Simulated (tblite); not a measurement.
# C8H13FSi: the cost of one run

Computed with tblite 0.8.0 and PySCF 2.14.0, with density-fitted response routines of our own, on a single molecule in the gas phase. Atoms count from 0, in the outputs and in this text.

### 1 The starting structure

23 atoms, charge 0, multiplicity 1; geometry from: force field or distance geometry start.

Bonds of the start (Å): C0–C1 1.51, C1–C2 1.54, C2–C3 1.46, C3–C4 1.20, C4–C5 1.47, C5–Si6 1.89, Si6–C7 2.28, C7–C8 1.46, C8–F9 1.39, C8–Si6 1.77, C0–H10 1.10, C0–H11 1.10, C0–H12 1.08, C1–H13 1.10, C1–H14 1.10, C2–H15 1.09, C2–H16 1.09, C5–H17 1.10, C5–H18 1.09, Si6–H19 1.48, C7–H20 1.08, C7–H21 1.09, C8–H22 1.10.

### 2 Optimising the geometry with GFN2-xTB

Job settings and geometry (Å):

```
{"job": {"kind": "relax", "xc": "GFN2-xTB", "basis": "xTB"}, "charge": 0, "multiplicity": 1}
C     -3.233300     1.010500    -0.395700
C     -3.283200     0.138100     0.838200
C     -2.645800    -1.247500     0.627200
C     -1.199300    -1.163100     0.424300
C     -0.009900    -1.115000     0.282500
C      1.443600    -1.053500     0.080500
Si     2.071200     0.680000    -0.324100
C      4.210000     0.244100    -0.992400
C      3.744100     1.082900     0.110400
F      4.183700     0.689200     1.371000
H     -3.752100     1.961500    -0.199300
H     -3.752900     0.523900    -1.232500
H     -2.219800     1.240900    -0.686700
H     -2.769300     0.650400     1.670000
H     -4.328300     0.008900     1.148500
H     -3.124700    -1.730800    -0.227000
H     -2.865600    -1.869600     1.499900
H      1.948500    -1.411500     0.991300
H      1.737100    -1.729800    -0.719800
H      1.545400     1.209800    -1.597600
H      4.098700     0.596300    -2.012500
H      4.195200    -0.833900    -0.869900
H      4.002000     2.145100     0.044800
```

The run is started by

```sh
> OMP_NUM_THREADS=1 python probes_run.py task.json out
```

One launch serves the whole session: the jobs run in the order shown.

**Question.** How long does this first job take on 1 thread of Arm Neoverse V1, shared host, and how much memory does it need?

About 1.6 s, with a peak of 0.18 GiB.
